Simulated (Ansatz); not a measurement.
# C₃H₅BO: one species, many methods

Aim: compute C₃H₅BO with functionals from several rungs and with coupled cluster. The yardstick is the atomisation energy at the CCSD(T) limit.

Computed with Ansatz 0.2.0, Gaussian basis. Level: functionals in def2-TZVPP, the program's frozen cores in correlated methods.

The runs, in order: LDA (SPW92), PBE-D4, revPBE-D4, BLYP-D4, r2SCAN-D4, B97M-V, PBE0-D4, B3LYP-D4, r2SCANh-D4, r2SCAN0-D4, HSE06-D4, BHLYP-D4, CAM-B3LYP-D4, LC-ωPBE, ωB97X-V, ωB97M-V, B2PLYP, PBE-QIDH; CCSD(T)/def2-SVP; CCSD(T)/def2-TZVPP; MP2/def2-QZVPP; extrapolation to the limit; RPA on PBE.

## 1. The geometry

The geometry comes from an earlier relaxation with PBE0-D4 in a triple-zeta def2 set; it is a stationary point, not always the lowest conformer.

SMILES `CC#CBO`, 10 atoms, charge 0, spin multiplicity 1.

Atoms are counted from 1 here; the program's logs count them from 0.

Bond lengths: C1–C2 1.446 Å, C1–H6 1.093 Å, C1–H7 1.093 Å, C1–H8 1.092 Å, C2–C3 1.209 Å, C3–B4 1.516 Å, B4–O5 1.356 Å, B4–H9 1.201 Å, O5–H10 0.960 Å. Angles: C2–C1–H6 110.5°, C2–C1–H7 110.7°, C2–C1–H8 111.4°, H6–C1–H7 107.7°, H6–C1–H8 108.2°, H7–C1–H8 108.3°, C1–C2–C3 179.6°, C2–C3–B4 176.9°, C3–B4–O5 119.3°, C3–B4–H9 120.6°, O5–B4–H9 120.1°, B4–O5–H10 112.4°.

## 2. LDA

This LDA is Slater exchange with PW92 correlation.

in.yaml reads:

```yaml
crystal:
  periodic: [false, false, false]
  atoms:
    - {symbol: C, position_ang: [-1.124229, -1.952043, -0.154218]}
    - {symbol: C, position_ang: [-0.396647, -0.711111, -0.002639]}
    - {symbol: C, position_ang: [0.210867, 0.327975, 0.115424]}
    - {symbol: B, position_ang: [0.974143, 1.617790, 0.343268]}
    - {symbol: O, position_ang: [1.310738, 2.386233, -0.721466]}
    - {symbol: H, position_ang: [-2.101903, -1.884233, 0.330206]}
    - {symbol: H, position_ang: [-0.579875, -2.777477, 0.311788]}
    - {symbol: H, position_ang: [-1.280711, -2.195655, -1.207639]}
    - {symbol: H, position_ang: [1.280367, 1.960190, 1.453439]}
    - {symbol: H, position_ang: [1.790550, 3.177129, -0.465363]}
basis:
  gaussian: {orbitals: def2-TZVPP}
hamiltonian: {xc: lda}
output: {orbitals: {seedname: orbitals}}
```

Command:

```bash
$ ansatz run in.yaml --threads 2 --pin off --events-out ev --progress --plain --max-ram 4352MiB
```

The runs that follow: PBE-D4 (GGA); revPBE-D4 (GGA); BLYP-D4 (GGA); r2SCAN-D4 (meta-GGA); B97M-V (meta-GGA); B3LYP-D4 (hybrid); r2SCANh-D4 (hybrid); r2SCAN0-D4 (hybrid); HSE06-D4 (hybrid); BHLYP-D4 (hybrid); CAM-B3LYP-D4 (range-separated); LC-ωPBE (range-separated); ωB97X-V (range-separated); ωB97M-V (range-separated); B2PLYP (double hybrid); PBE-QIDH (double hybrid); CCSD(T) in def2-SVP; CCSD(T) in def2-TZVPP; MP2 in def2-QZVPP; RPA on PBE orbitals.

**Question.** What will the summary of the whole plan be? Wanted: atomisation energy, CCSD(T)/CBS; farthest beyond LDA; mean size of error, GGA; mean size of error, meta-GGA; mean size of error, hybrid; mean size of error, range-separated; mean size of error, double hybrid; gap, smallest and largest; T1 diagnostic.

The runs gave:

| quantity | value |
| --- | --- |
| atomisation energy, CCSD(T)/CBS | 4334.3 kJ/mol |
| functionals within 21.7 kJ/mol (0.5 %) | revPBE-D4, r2SCANh-D4, LC-ωPBE, ωB97X-V, B2PLYP, PBE-QIDH |
| farthest beyond LDA | PBE-D4 (+138.7 kJ/mol) |
| mean size of error, GGA | 62.6 kJ/mol |
| mean size of error, meta-GGA | 32.7 kJ/mol |
| mean size of error, hybrid | 46.4 kJ/mol |
| mean size of error, range-separated | 18.6 kJ/mol |
| mean size of error, double hybrid | 7.2 kJ/mol |
| gap, smallest and largest | 4.40 eV (LDA (SPW92)), 11.63 eV (LC-ωPBE) |
| T1 diagnostic | 0.0136 |
| triples share of the correlation energy | 4.3 % |

In words: LDA overbinds by 651.2 kJ/mol (15 %). PBE-D4 is off by +138.7 kJ/mol. Double hybrids carry the basis error of their MP2 part in triple zeta, and no dispersion term here, so their miss is partly the set-up's. The rungs double hybrid, range-separated miss on average by less than the doubt on the reference (21.7 kJ/mol), so they tie. The reference freezes the cores and leaves out relativity and excitations past (T), so misses under about 21.7 kJ/mol can't be ranked. Hartree-Fock recovers 75 % of the binding; the rest is correlation. CCSD(T) in def2-SVP is off by -166.3 kJ/mol, which most functionals beat. The gap grows from 4.4 to 11.6 eV across the functionals, mostly with the share of exact exchange.
